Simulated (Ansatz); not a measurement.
# CH3HfNO4: the cost of one run

Program: Ansatz 0.2.0, Gaussian basis. Level of theory: one geometry, several basis sets. These are calculated values, not measurements.

The runs, in order: PBE0-D4/def2-SVP; ωB97M-V/def2-SVP; PBE0-D4/def2-QZVPP; ωB97M-V/def2-QZVPP; the functionals' def2-TZVPP values are taken from earlier runs.

## 1. The relaxed structure

All runs share one geometry, relaxed beforehand with PBE0-D4 in a triple-zeta def2 set. Hf takes the def2 core potential; no spin-orbit term is included.

SMILES `O=C=[N][Hf]([OH])([OH])[OH]`, 10 atoms, charge 0, spin multiplicity 1.

Atoms are counted from 1 here; the program's logs count them from 0.

Bond lengths: O1–C2 1.169 Å, C2–N3 1.198 Å, N3–Hf4 2.062 Å, Hf4–O5 1.920 Å, Hf4–O6 1.920 Å, Hf4–O7 1.920 Å, O5–H8 0.951 Å, O6–H9 0.951 Å, O7–H10 0.951 Å. Angles: O1–C2–N3 180.0°, C2–N3–Hf4 180.0°, N3–Hf4–O5 108.6°, N3–Hf4–O6 108.7°, N3–Hf4–O7 108.6°, O5–Hf4–O6 110.3°, O5–Hf4–O7 110.3°, O6–Hf4–O7 110.3°, Hf4–O5–H8 160.6°, Hf4–O6–H9 160.6°, Hf4–O7–H10 160.6°.

## 2. PBE0-D4 in def2-SVP

in.yaml reads:

```yaml
crystal:
  periodic: [false, false, false]
  atoms:
    - {symbol: O, position_ang: [2.221131, -2.609849, 1.958519]}
    - {symbol: C, position_ang: [1.563569, -1.836929, 1.379105]}
    - {symbol: N, position_ang: [0.889677, -1.044802, 0.785300]}
    - {symbol: Hf, position_ang: [-0.270736, 0.318218, -0.238609]}
    - {symbol: O, position_ang: [-1.574820, -0.639492, -1.271791]}
    - {symbol: O, position_ang: [-1.140042, 1.462948, 1.033881]}
    - {symbol: O, position_ang: [0.866339, 1.348303, -1.392417]}
    - {symbol: H, position_ang: [-2.415929, -0.956572, -1.583120]}
    - {symbol: H, position_ang: [-1.387371, 2.246417, 1.513399]}
    - {symbol: H, position_ang: [1.248182, 1.711758, -2.184266]}
basis:
  gaussian: {orbitals: def2-SVP}
hamiltonian: {xc: pbe0, dispersion: d4}
output: {orbitals: {seedname: orbitals}}
```

On the command line:

```console
$ ansatz run in.yaml --threads 2 --pin off --events-out ev --progress --plain --max-ram 22528MiB --backend cpu
```

Q: Estimate wall time and peak memory on 2 threads of AMD EPYC 7R13, shared host.

About 4.6 s, with a peak of 0.34 GiB.
